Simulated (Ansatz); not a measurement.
**CH₃NOSi: a spread of methods and bases**

Aim: run CH₃NOSi under a spread of inputs, and see what each costs and gives.

Computed with Ansatz 0.2.0, Gaussian basis. Level: the settings change from run to run.

## Step 1: The molecule

The structure was relaxed beforehand with PBE0-D4 in a triple-zeta def2 set.

7 atoms, charge 0, spin multiplicity 1.

Atoms are counted from 1 here; the program's logs count them from 0.

Bond lengths: O1–Si2 1.630 Å, O1–H5 0.959 Å, Si2–C3 1.763 Å, Si2–N4 1.764 Å, Si2–H6 1.466 Å, C3–N4 1.292 Å, C3–H7 1.093 Å. Angles: Si2–O1–H5 118.2°, O1–Si2–C3 125.9°, O1–Si2–N4 121.7°, O1–Si2–H6 106.7°, C3–Si2–N4 43.0°, C3–Si2–H6 125.1°, N4–Si2–H6 120.7°, Si2–C3–N4 68.6°, Si2–C3–H7 164.3°, N4–C3–H7 127.0°, Si2–N4–C3 68.4°.

## Step 2: wB97M-V/x2c-TZVPPall

Contents of in.yaml:

```yaml
crystal:
  periodic: [false, false, false]
  atoms:
    - {symbol: O, position_ang: [-0.957331, 1.089631, -1.004716]}
    - {symbol: Si, position_ang: [-0.011209, 0.551706, 0.208791]}
    - {symbol: C, position_ang: [0.796751, -1.013501, 0.274587]}
    - {symbol: N, position_ang: [-0.287427, -1.011863, 0.978033]}
    - {symbol: H, position_ang: [-1.311645, 0.447071, -1.622313]}
    - {symbol: H, position_ang: [0.358257, 1.724688, 1.007453]}
    - {symbol: H, position_ang: [1.473905, -1.855731, 0.112466]}
basis:
  gaussian: {orbitals: x2c-TZVPPall}
hamiltonian: {xc: {name: wB97M-V}}
```

Started as:

```
ansatz run in.yaml --threads 2 --pin off --events-out ev --progress --plain --max-ram 4352MiB
```

Log (excerpt; [...] marks lines left out):

```text
Functional definition: wB97M-V
  name "wB97M-V"
  cite "Mardirossian & Head-Gordon, J. Chem. Phys. 144, 214110 (2016) doi:10.1063/1.4952647"
  cite "Becke, J. Chem. Phys. 107, 8554 (1997) doi:10.1063/1.475007"
  cite "Vydrov & Van Voorhis, J. Chem. Phys. 133, 244103 (2010) doi:10.1063/1.3521275"
  # Of w^i u^j: cxij and so on, Table III.
[...]
  gx(w, u) = 1 - cx + cx01*u + cx10*w
  gss(w, u) = css00 + css04*u^4 + css10*w + css20*w^2 + css43*w^4*u^3
  gos(w, u) = cos00 + cos10*w + (cos20 + cos21*u)*w^2 + (cos60 + cos61*u)*w^6
[...]
      + integral(e_c_pw_mod_opposite_spin*gos(b97_w_opposite, b97_u_opposite)) + vv10(b, c)
965 factors; their error is unknown
211 factors; integrals over basis functions are off by at most 8.8e-6 eV
[...]
mean field -12519.33100560 eV, -460.0769285484 hartree, gradient 7.4e-5 eV, S^2 0.000000; 0 other end points of the search recorded, 0 dependent functions left out
reference -12519.33104704 eV, -460.0769300713 hartree; 19, 19 occupied and 158, 158 virtual orbitals, 965 factors
Total energy: -12519.33104704 eV, -460.0769300713 hartree
Relativity: scalar
```

Run time: 7.5 s. Hardware: 2 threads of Arm Neoverse V1, shared host; peak memory 0.44 GiB.

## Step 3: r2SCAN50/cc-pVTZ-DK

Set apart from the defaults: atoms shaken by 0.03 Å.

Contents of in.yaml:

```yaml
crystal:
  periodic: [false, false, false]
  atoms:
    - {symbol: O, position_ang: [-0.938237, 1.081997, -1.012618]}
    - {symbol: Si, position_ang: [0.003245, 0.521037, 0.291608]}
    - {symbol: C, position_ang: [0.792049, -1.066592, 0.229101]}
    - {symbol: N, position_ang: [-0.319622, -0.975982, 1.016590]}
    - {symbol: H, position_ang: [-1.273052, 0.434424, -1.615559]}
    - {symbol: H, position_ang: [0.319283, 1.737512, 1.025939]}
    - {symbol: H, position_ang: [1.468051, -1.846409, 0.164915]}
basis:
  gaussian: {orbitals: cc-pVTZ-DK}
hamiltonian: {xc: {name: r2SCAN50}}
output: {forces: true}
```

The command is unchanged.

Log (excerpt; [...] marks lines left out):

```text
Functional definition: r2SCAN50
  name "r2SCAN50"
  cite "Bursch, Neugebauer, Ehlert & Grimme, J. Chem. Phys. 156, 134105 (2022) doi:10.1063/5.0086040"
  cite "Furness, Kaplan, Ning, Perdew & Sun, J. Phys. Chem. Lett. 11, 8208 (2020) doi:10.1021/acs.jpclett.0c02405"
  cite "Furness, Kaplan, Ning, Perdew & Sun, J. Phys. Chem. Lett. 11, 9248 (2020) doi:10.1021/acs.jpclett.0c03077"
  parent r2scan
[...]
1079 factors; their error is unknown
[...]
mean field -12515.93698729 eV, -459.9522006761 hartree, gradient 3.0e-5 eV, S^2 0.000000; 0 other end points of the search recorded, 0 dependent functions left out
[...]
reference -12515.93699306 eV, -459.9522008880 hartree; 19, 19 occupied and 147, 147 virtual orbitals, 1079 factors
Total energy: -12515.93699306 eV, -459.9522008880 hartree
Relativity: scalar
Atom 0 at    -0.938237     1.081997    -1.012618 Å, force     1.241982    -0.490812     1.822826 eV/Å
Atom 1 at     0.003245     0.521037     0.291608 Å, force    -1.122383     1.065385    -2.890295 eV/Å
Atom 2 at     0.792049    -1.066592     0.229101 Å, force    -3.964845     2.889683     2.766287 eV/Å
Atom 3 at    -0.319622    -0.975982     1.016590 Å, force     2.809339    -1.667992    -1.578981 eV/Å
Atom 4 at    -1.273052     0.434424    -1.615559 Å, force     0.040884    -0.116846     0.039032 eV/Å
Atom 5 at     0.319283     1.737512     1.025939 Å, force     0.170638    -0.060061     0.074482 eV/Å
Atom 6 at     1.468051    -1.846409     0.164915 Å, force     0.824385    -1.619358    -0.233351 eV/Å
Dipole moment:     0.268878    -0.044965    -0.236787 e Å
```

Wall time 5.5 s (2 threads of Arm Neoverse V1, shared host); peak memory 0.35 GiB.

Largest force 5.632 eV/Å, dipole 1.73 D.

## Step 4: RPA/def2-TZVPP

This run has charge +1, multiplicity 2, finite nuclei.

Contents of in.yaml:

```yaml
crystal:
  periodic: [false, false, false]
  atoms:
    - {symbol: O, position_ang: [-0.957331, 1.089631, -1.004716]}
    - {symbol: Si, position_ang: [-0.011209, 0.551706, 0.208791]}
    - {symbol: C, position_ang: [0.796751, -1.013501, 0.274587]}
    - {symbol: N, position_ang: [-0.287427, -1.011863, 0.978033]}
    - {symbol: H, position_ang: [-1.311645, 0.447071, -1.622313]}
    - {symbol: H, position_ang: [0.358257, 1.724688, 1.007453]}
    - {symbol: H, position_ang: [1.473905, -1.855731, 0.112466]}
basis:
  gaussian: {orbitals: def2-TZVPP, nuclear_model: gaussian}
total_charge: 1
magnetization: {spin_polarized: true, initial_magnetization: 1}
hamiltonian: {xc: {name: HF}}
correlation: {method: rpa}
```

Same command.

Log:

```text
Functional definition: HF
  name "HF"
  cite "Fock, Z. Phys. 61, 126 (1930) doi:10.1007/BF01340294"
  parent pbe
  exchange = exact_x
  correlation = 0
1065 factors; integrals over basis functions are off by at most 8.0e-4 eV
mean field evaluation 1: about -12446.3537 eV, gradient 4.2e1 eV
mean field evaluation 2: about -12446.3615 eV, gradient 4.2e1 eV
mean field evaluation 4: about -12452.8819 eV, gradient 3.7e0 eV
mean field evaluation 8: about -12453.0950 eV, gradient 5.2e-1 eV
mean field evaluation 16: about -12453.1334 eV, gradient 5.7e-2 eV
mean field evaluation 32: about -12453.1325 eV, gradient 3.1e-1 eV
mean field -12453.13347112 eV, -457.6442140266 hartree, gradient 4.7e-6 eV, S^2 0.846086; 3 other end points of the search recorded, 0 dependent functions left out
8 core orbitals not correlated: weight in the atoms' cores, before any rotation towards them, 1.000 or more for the frozen orbitals, at most 0.000 for the correlated occupied ones
reference -12453.13347112 eV, -457.6442140266 hartree; 11, 10 occupied and 158, 159 virtual orbitals, 1065 factors
Total energy: -12474.07416758 eV, -458.4137704275 hartree
```

It took 6.5 s on 2 threads of Arm Neoverse V1, shared host; peak memory 0.35 GiB.

⟨S²⟩ 0.846.

## Step 5: r2SCANh/def2-SVPD

Changes to in.yaml since step 4:

```diff
@@ -11,6 +11,3 @@
 basis:
-  gaussian: {orbitals: def2-TZVPP, nuclear_model: gaussian}
-total_charge: 1
-magnetization: {spin_polarized: true, initial_magnetization: 1}
-hamiltonian: {xc: {name: HF}}
-correlation: {method: rpa}
+  gaussian: {orbitals: def2-SVPD}
+hamiltonian: {xc: {name: r2SCANh}}
```

Launched as before.

Log (excerpt; [...] marks lines left out):

```text
Functional definition: r2SCANh
  name "r2SCANh"
  cite "Bursch, Neugebauer, Ehlert & Grimme, J. Chem. Phys. 156, 134105 (2022) doi:10.1063/5.0086040"
  cite "Furness, Kaplan, Ning, Perdew & Sun, J. Phys. Chem. Lett. 11, 8208 (2020) doi:10.1021/acs.jpclett.0c02405"
  cite "Furness, Kaplan, Ning, Perdew & Sun, J. Phys. Chem. Lett. 11, 9248 (2020) doi:10.1021/acs.jpclett.0c03077"
  parent r2scan
[...]
949 factors; their error is unknown
[...]
mean field -12490.60807052 eV, -459.0213801533 hartree, gradient 5.1e-5 eV, S^2 0.000000; 0 other end points of the search recorded, 0 dependent functions left out
reference -12490.60808360 eV, -459.0213806342 hartree; 19, 19 occupied and 92, 92 virtual orbitals, 949 factors
Total energy: -12490.60808360 eV, -459.0213806342 hartree
```

It took 2.9 s on 2 threads of Arm Neoverse V1, shared host.

## Step 6: LC-wPBE/cc-pVTZ-DK

This run has a grid of angular degree 23, high accuracy.

Changes to in.yaml since step 5:

```diff
@@ -11,3 +11,5 @@
 basis:
-  gaussian: {orbitals: def2-SVPD}
-hamiltonian: {xc: {name: r2SCANh}}
+  gaussian: {orbitals: cc-pVTZ-DK, final_grid: {core_spheres: 8, valence_spheres: 7, degree: 23}}
+hamiltonian: {xc: {name: LC-wPBE}}
+accuracy: high
+output: {forces: true}
```

The command is unchanged.

Log (excerpt; [...] marks lines left out):

```text
Functional definition: LC-wPBE
  name "LC-wPBE"
  cite "Vydrov & Scuseria, J. Chem. Phys. 125, 234109 (2006) doi:10.1063/1.2409292"
  cite "Heyd & Scuseria, J. Chem. Phys. 120, 7274 (2004) doi:10.1063/1.1668634"
  cite "Ernzerhof & Perdew, J. Chem. Phys. 109, 3313 (1998) doi:10.1063/1.476928"
  cite "Perdew, Burke & Ernzerhof, Phys. Rev. Lett. 77, 3865 (1996) doi:10.1103/PhysRevLett.77.3865"
  parent pbe
[...]
2886 factors; integrals over basis functions are off by at most 3.5e-9 eV
574 factors; integrals over basis functions are off by at most 2.1e-9 eV
[...]
mean field -12515.64555721 eV, -459.9414908183 hartree, gradient 7.4e-8 eV, S^2 0.000000; 0 other end points of the search recorded, 0 dependent functions left out
[...]
reference -12515.64555721 eV, -459.9414908183 hartree; 19, 19 occupied and 147, 147 virtual orbitals, 2886 factors
Total energy: -12515.64555721 eV, -459.9414908183 hartree
Relativity: scalar
Atom 0 at    -0.957331     1.089631    -1.004716 Å, force    -0.100184    -0.010045    -0.169056 eV/Å
Atom 1 at    -0.011209     0.551706     0.208791 Å, force     0.101165    -0.225744     0.247400 eV/Å
Atom 2 at     0.796751    -1.013501     0.274587 Å, force    -0.140646     0.028024     0.048886 eV/Å
Atom 3 at    -0.287427    -1.011863     0.978033 Å, force     0.200226     0.095978    -0.166067 eV/Å
Atom 4 at    -1.311645     0.447071    -1.622313 Å, force     0.014797     0.051246     0.029400 eV/Å
Atom 5 at     0.358257     1.724688     1.007453 Å, force     0.005824    -0.022410    -0.027446 eV/Å
Atom 6 at     1.473905    -1.855731     0.112466 Å, force    -0.081181     0.082951     0.036883 eV/Å
Dipole moment:     0.166868     0.033765    -0.367445 e Å
```

Run time: 9 s. Hardware: 2 threads of Arm Neoverse V1, shared host; peak memory 0.68 GiB.

Largest force 0.350 eV/Å, dipole 1.95 D.

## Step 7: RPBE/aug-cc-pVDZ

Options: charge -1, multiplicity 2.

Changes to in.yaml since step 6:

```diff
@@ -11,5 +11,6 @@
 basis:
-  gaussian: {orbitals: cc-pVTZ-DK, final_grid: {core_spheres: 8, valence_spheres: 7, degree: 23}}
-hamiltonian: {xc: {name: LC-wPBE}}
-accuracy: high
+  gaussian: {orbitals: aug-cc-pVDZ}
+total_charge: -1
+magnetization: {spin_polarized: true, initial_magnetization: 1}
+hamiltonian: {xc: {name: RPBE}}
 output: {forces: true}
```

Launched as before.

Log (excerpt; [...] marks lines left out):

```text
Functional definition: RPBE
  name "RPBE"
  cite "Hammer, Hansen & Nørskov, Phys. Rev. B 59, 7413 (1999) doi:10.1103/PhysRevB.59.7413"
  cite "Perdew, Burke & Ernzerhof, Phys. Rev. Lett. 77, 3865 (1996) doi:10.1103/PhysRevLett.77.3865"
[...]
1144 factors; their error is unknown
[...]
mean field -12499.24241696 eV, -459.3386865324 hartree, gradient 8.6e-6 eV, S^2 0.750478; 10 other end points of the search recorded, 0 dependent functions left out
[...]
reference -12499.24246038 eV, -459.3386881280 hartree; 20, 19 occupied and 103, 104 virtual orbitals, 1144 factors
Total energy: -12499.24246038 eV, -459.3386881280 hartree
Atom 0 at    -0.957331     1.089631    -1.004716 Å, force    -1.085871     1.702351    -0.892614 eV/Å
Atom 1 at    -0.011209     0.551706     0.208791 Å, force     1.070575     0.379386     0.411453 eV/Å
Atom 2 at     0.796751    -1.013501     0.274587 Å, force     2.175569    -0.224324    -1.018307 eV/Å
Atom 3 at    -0.287427    -1.011863     0.978033 Å, force    -2.421096    -1.198850     2.151780 eV/Å
Atom 4 at    -1.311645     0.447071    -1.622313 Å, force    -0.294288    -0.714079    -0.760247 eV/Å
Atom 5 at     0.358257     1.724688     1.007453 Å, force     0.164667     0.421404     0.309357 eV/Å
Atom 6 at     1.473905    -1.855731     0.112466 Å, force     0.390445    -0.365889    -0.201423 eV/Å
Dipole moment:     0.425556     0.662877     1.022790 e Å
```

Run time: 19 s. Hardware: 2 threads of Arm Neoverse V1, shared host; peak memory 0.35 GiB.

Largest force 3.454 eV/Å, ⟨S²⟩ 0.750.

## Step 8: SPW92/6-31G*

Options: atoms shaken by 0.15 Å, the search for lower states set to off.

Contents of in.yaml:

```yaml
crystal:
  periodic: [false, false, false]
  atoms:
    - {symbol: O, position_ang: [-0.923077, 1.114823, -0.981772]}
    - {symbol: Si, position_ang: [-0.044813, 0.506271, 0.330715]}
    - {symbol: C, position_ang: [0.943986, -0.955232, 0.117588]}
    - {symbol: N, position_ang: [-0.157847, -1.117669, 1.009871]}
    - {symbol: H, position_ang: [-1.300726, 0.737503, -1.581585]}
    - {symbol: H, position_ang: [0.533043, 1.796704, 1.020981]}
    - {symbol: H, position_ang: [1.426805, -1.843319, 0.020363]}
basis:
  gaussian: {orbitals: "6-31G*"}
hamiltonian: {xc: {name: SPW92}}
scf: {lower_state_search: off}
output: {forces: true}
```

Same command.

Log (excerpt; [...] marks lines left out):

```text
Functional definition: SPW92
  name "SPW92"
  cite "Dirac, Proc. Camb. Phil. Soc. 26, 376 (1930) doi:10.1017/S0305004100016108"
  cite "Slater, Phys. Rev. 81, 385 (1951) doi:10.1103/PhysRev.81.385"
  cite "Perdew & Wang, Phys. Rev. B 45, 13244 (1992) doi:10.1103/PhysRevB.45.13244"
[...]
812 factors; their error is unknown
[...]
mean field -12428.98140157 eV, -456.7566418416 hartree, gradient 3.9e-6 eV, S^2 0.000000; 0 other end points of the search recorded, 0 dependent functions left out
[...]
reference -12428.98143003 eV, -456.7566428874 hartree; 19, 19 occupied and 51, 51 virtual orbitals, 812 factors
Total energy: -12428.98143003 eV, -456.7566428874 hartree
Atom 0 at    -0.923077     1.114823    -0.981772 Å, force     8.108860     7.335961    13.404439 eV/Å
Atom 1 at    -0.044813     0.506271     0.330715 Å, force     0.086243     1.812723    -1.560683 eV/Å
Atom 2 at     0.943986    -0.955232     0.117588 Å, force    -4.938239     1.644445     3.420936 eV/Å
Atom 3 at    -0.157847    -1.117669     1.009871 Å, force     2.420704     0.932840    -2.240627 eV/Å
Atom 4 at    -1.300726     0.737503    -1.581585 Å, force    -7.360500    -7.810521   -11.678629 eV/Å
Atom 5 at     0.533043     1.796704     1.020981 Å, force    -0.661860    -1.152994    -0.440862 eV/Å
Atom 6 at     1.426805    -1.843319     0.020363 Å, force     2.344793    -2.762455    -0.904574 eV/Å
Dipole moment:     0.053302     0.005873    -0.277808 e Å
Checks for a lower state left out: stability, starts, cluster_reference, orbital_swaps, neighbouring_geometries, increment
```

Wall time 0.55 s (2 threads of Arm Neoverse V1, shared host).

Largest force 17.299 eV/Å, dipole 1.36 D.

## Step 9: r2SCAN0/ANO-RCC-VTZP

Set apart from the defaults: charge -1, multiplicity 2, D3(BJ) dispersion.

Contents of in.yaml:

```yaml
crystal:
  periodic: [false, false, false]
  atoms:
    - {symbol: O, position_ang: [-0.957331, 1.089631, -1.004716]}
    - {symbol: Si, position_ang: [-0.011209, 0.551706, 0.208791]}
    - {symbol: C, position_ang: [0.796751, -1.013501, 0.274587]}
    - {symbol: N, position_ang: [-0.287427, -1.011863, 0.978033]}
    - {symbol: H, position_ang: [-1.311645, 0.447071, -1.622313]}
    - {symbol: H, position_ang: [0.358257, 1.724688, 1.007453]}
    - {symbol: H, position_ang: [1.473905, -1.855731, 0.112466]}
basis:
  gaussian: {orbitals: ANO-RCC-VTZP}
total_charge: -1
magnetization: {spin_polarized: true, initial_magnetization: 1}
hamiltonian: {xc: {name: r2SCAN0}, dispersion: d3bj}
output: {forces: true}
```

Launched as before.

Log (excerpt; [...] marks lines left out):

```text
Warning: the engine holds no damping parameters fitted to this dispersion correction and functional, so the run takes those fitted to r2scan0 beside the three-body term, which d3bj leaves out (hamiltonian.dispersion, under Limitations)
Functional definition: r2SCAN0
  name "r2SCAN0"
  cite "Bursch, Neugebauer, Ehlert & Grimme, J. Chem. Phys. 156, 134105 (2022) doi:10.1063/5.0086040"
  cite "Furness, Kaplan, Ning, Perdew & Sun, J. Phys. Chem. Lett. 11, 8208 (2020) doi:10.1021/acs.jpclett.0c02405"
  cite "Furness, Kaplan, Ning, Perdew & Sun, J. Phys. Chem. Lett. 11, 9248 (2020) doi:10.1021/acs.jpclett.0c03077"
  parent r2scan
[...]
1196 factors; their error is unknown
[...]
mean field -12516.96703543 eV, -459.9900542471 hartree, gradient 4.9e-6 eV, S^2 0.754614; 7 other end points of the search recorded, 0 dependent functions left out
[...]
reference -12516.96706926 eV, -459.9900554903 hartree; 20, 19 occupied and 146, 147 virtual orbitals, 1196 factors
Total energy: -12517.00628208 eV, -459.9914965348 hartree
Relativity: scalar
Atom 0 at    -0.957331     1.089631    -1.004716 Å, force     0.173723     0.504377     0.690750 eV/Å
Atom 1 at    -0.011209     0.551706     0.208791 Å, force    -0.231363    -0.454807    -0.637580 eV/Å
Atom 2 at     0.796751    -1.013501     0.274587 Å, force     0.801285     0.218412    -0.347712 eV/Å
Atom 3 at    -0.287427    -1.011863     0.978033 Å, force    -0.756680    -0.056489     0.715917 eV/Å
Atom 4 at    -1.311645     0.447071    -1.622313 Å, force    -0.057518    -0.334664    -0.468943 eV/Å
Atom 5 at     0.358257     1.724688     1.007453 Å, force     0.139175    -0.021394     0.058559 eV/Å
Atom 6 at     1.473905    -1.855731     0.112466 Å, force    -0.068622     0.144564    -0.010991 eV/Å
Dipole moment:     1.029736     0.159996     1.188259 e Å
```

It took 31 s on 2 threads of Arm Neoverse V1, shared host; peak memory 0.65 GiB.

Largest force 1.043 eV/Å, ⟨S²⟩ 0.755.

## Step 10: wB97X/def2-SVP

Changes to in.yaml since step 9:

```diff
@@ -11,6 +11,4 @@
 basis:
-  gaussian: {orbitals: ANO-RCC-VTZP}
-total_charge: -1
-magnetization: {spin_polarized: true, initial_magnetization: 1}
-hamiltonian: {xc: {name: r2SCAN0}, dispersion: d3bj}
+  gaussian: {orbitals: def2-SVP}
+hamiltonian: {xc: {name: wB97X}}
 output: {forces: true}
```

The command is unchanged.

Log (excerpt; [...] marks lines left out):

```text
Functional definition: wB97X
  name "wB97X"
  cite "Chai & Head-Gordon, J. Chem. Phys. 128, 084106 (2008) doi:10.1063/1.2834918"
  cite "Becke, J. Chem. Phys. 107, 8554 (1997) doi:10.1063/1.475007"
[...]
  # The coefficients of nought are those of the uniform gas.
[...]
      + exact_x_lr(omega)
[...]
      + integral(e_c_pw_opposite_spin*poly(b97_u_opposite, 1, cos1, cos2, cos3, cos4))
738 factors; integrals over basis functions are off by at most 1.1e-3 eV
214 factors; integrals over basis functions are off by at most 7.8e-6 eV
[...]
mean field -12492.22823091 eV, -459.0809199495 hartree, gradient 1.8e-5 eV, S^2 0.000000; 0 other end points of the search recorded, 0 dependent functions left out
[...]
reference -12492.22820718 eV, -459.0809190774 hartree; 19, 19 occupied and 56, 56 virtual orbitals, 738 factors
Total energy: -12492.22820718 eV, -459.0809190774 hartree
Atom 0 at    -0.957331     1.089631    -1.004716 Å, force    -0.323288     0.227932    -0.405429 eV/Å
Atom 1 at    -0.011209     0.551706     0.208791 Å, force     0.323377     0.129911     0.387302 eV/Å
Atom 2 at     0.796751    -1.013501     0.274587 Å, force    -0.045344     0.078707    -0.033453 eV/Å
Atom 3 at    -0.287427    -1.011863     0.978033 Å, force    -0.124928    -0.209385     0.166853 eV/Å
Atom 4 at    -1.311645     0.447071    -1.622313 Å, force    -0.064316    -0.035632    -0.106466 eV/Å
Atom 5 at     0.358257     1.724688     1.007453 Å, force     0.020809     0.052492     0.025823 eV/Å
Atom 6 at     1.473905    -1.855731     0.112466 Å, force     0.213689    -0.244026    -0.034630 eV/Å
Dipole moment:     0.150650     0.011642    -0.364231 e Å
```

It took 3.3 s on 2 threads of Arm Neoverse V1, shared host.

Largest force 0.566 eV/Å, dipole 1.89 D.

## Step 11: The runs in one table

```csv
level,charge,multiplicity,geometry,functions,energy (eV),time
wB97M-V/x2c-TZVPPall,0,1,relaxed,177,-12519.331,7.5 s
r2SCAN50/cc-pVTZ-DK,0,1,shaken,166,-12515.937,5.5 s
RPA/def2-TZVPP,1,2,relaxed,177,-12474.074,6.5 s
r2SCANh/def2-SVPD,0,1,relaxed,111,-12490.608,2.9 s
LC-wPBE/cc-pVTZ-DK,0,1,relaxed,166,-12515.646,9 s
RPBE/aug-cc-pVDZ,-1,2,relaxed,123,-12499.242,19 s
SPW92/6-31G*,0,1,shaken,70,-12428.981,0.55 s
r2SCAN0/ANO-RCC-VTZP,-1,2,relaxed,166,-12517.006,31 s
wB97X/def2-SVP,0,1,relaxed,75,-12492.228,3.3 s
```

## Step 12: Summary of results

| quantity | value |
| --- | --- |
| runs | 9 |
| quickest | SPW92/6-31G*, 0.55 s |
| slowest | r2SCAN0/ANO-RCC-VTZP, 31 s |
| spread of total energies, same state and geometry | 28.7 eV |
| dipole, same state and geometry | 1.89 to 1.95 D |

**Reading.** r2SCAN0/ANO-RCC-VTZP took 56 times as long as SPW92/6-31G*. The jobs differ in tasks and options as well as level. Total energies at one charge and spin differ by 29 eV between levels, so only differences within one level mean anything. Some of these runs are scalar-relativistic and others not, which shifts the totals of all-electron atoms past neon by eV; core potentials, where a basis has them, take the core out of the total altogether. At the PBE0-D4/def2-TZVP geometry and in the same state, runs without warnings or point charges leave forces up to 0.57 eV/Å (wB97X/def2-SVP), against 17.3 eV/Å where the atoms were moved.
